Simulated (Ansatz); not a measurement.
This script for Ansatz 0.2.0 through its Python package starts 5 runs on AlF3H2S, SMILES [F][Al-]([F])([F])[SH2+]. What input does the engine get in each?

`methods_alf3h2s.py`:
```python
from pathlib import Path

import ansatz as az
from ase import Atoms
import numpy as np


def main() -> None:
    atoms = Atoms(["F", "Al", "F", "F", "S", "H", "H"], positions=[
        (-0.20225, -0.76459, 1.71086),
        (0.35215, -0.9498, 0.16859),
        (-0.74354, -1.47242, -0.94565),
        (1.95357, -1.19298, -0.09078),
        (0.14337, 1.45381, -0.42579),
        (-0.52924, 1.70926, 0.69766),
        (-0.97406, 1.21674, -1.11489),
    ])
    mol = az.Crystal.molecule_from_ase(atoms)

    base = (
        mol.calculation()
        .basis(gaussian="def2-SVP")
        .accuracy("medium")
    )

    print("functional    E (Ha)        dipole (D)   HOMO (eV)  LUMO (eV)")
    for name in ["lda", "r2scan0", "blyp", "cam_b3lyp", "pbe0"]:
        summary = base.functional(name).forces().orbitals().run(threads=1, backend="cpu", runs_dir="runs").report
        lines = Path(summary["orbitals_path"]).read_text().splitlines()
        field_of = lambda key: [line.split("=")[1].strip() for line in lines if line.startswith(key)]
        orbitals = [(27.211386 * float(e), s, float(n)) for e, s, n in zip(field_of("Ene="), field_of("Spin="), field_of("Occup="))]
        homo = max(e for e, _, n in orbitals if n > 0.5)
        lumo = min(e for e, _, n in orbitals if n < 0.5)
        dipole = 4.803205 * np.linalg.norm(summary["charge_distribution"]["dipole_moment_e_ang"])
        print(f"{name:10s} {summary['free_energy_ev'] / 27.211386246:14.6f} {dipole:9.3f} {homo:11.3f} {lumo:10.3f}")


if __name__ == "__main__":
    main()
```

Run 1:
```yaml
crystal:
  periodic: [false, false, false]
  atoms:
    - { symbol: F, position_ang: [-0.20225, -0.76459, 1.71086] }
    - { symbol: Al, position_ang: [0.35215, -0.9498, 0.16859] }
    - { symbol: F, position_ang: [-0.74354, -1.47242, -0.94565] }
    - { symbol: F, position_ang: [1.95357, -1.19298, -0.09078] }
    - { symbol: S, position_ang: [0.14337, 1.45381, -0.42579] }
    - { symbol: H, position_ang: [-0.52924, 1.70926, 0.69766] }
    - { symbol: H, position_ang: [-0.97406, 1.21674, -1.11489] }
accuracy: medium
basis:
  gaussian:
    orbitals: def2-SVP
hamiltonian:
  xc: lda
output:
  orbitals: {}
  forces: true
```

Run 2, against run 1:
```diff
-  xc: lda
+  xc: r2scan0
```

Run 3, against run 1:
```diff
-  xc: lda
+  xc: blyp
```

Run 4, against run 1:
```diff
-  xc: lda
+  xc: cam_b3lyp
```

Run 5, against run 1:
```diff
-  xc: lda
+  xc: pbe0
```

Output of `python methods_alf3h2s.py`:
```text
functional    E (Ha)        dipole (D)   HOMO (eV)  LUMO (eV)
lda           -936.805118     4.296      -8.289     -1.497
r2scan0       -940.933636     4.271     -10.055     -0.249
blyp          -941.118461     4.198      -7.974     -1.309
cam_b3lyp     -941.101842     4.254     -11.080      0.809
pbe0          -940.613645     4.267      -9.767     -0.432
```

Caveats:
- The settings weren't tested for convergence.
- The geometry is a force-field or estimated start, not a minimum of this method, and the basis set is short of its limit. A lower total doesn't mark the better method: functionals have no common bound, and MP2 and coupled cluster aren't variational.
- Levels such as HOMO and LUMO are orbital energies: with these approximate functionals they aren't the ionisation energy and electron affinity, and their gap isn't the fundamental gap.
- The whole script took 22 s on 1 thread of Arm Neoverse V1 (shared host), peak memory 0.27 GiB.
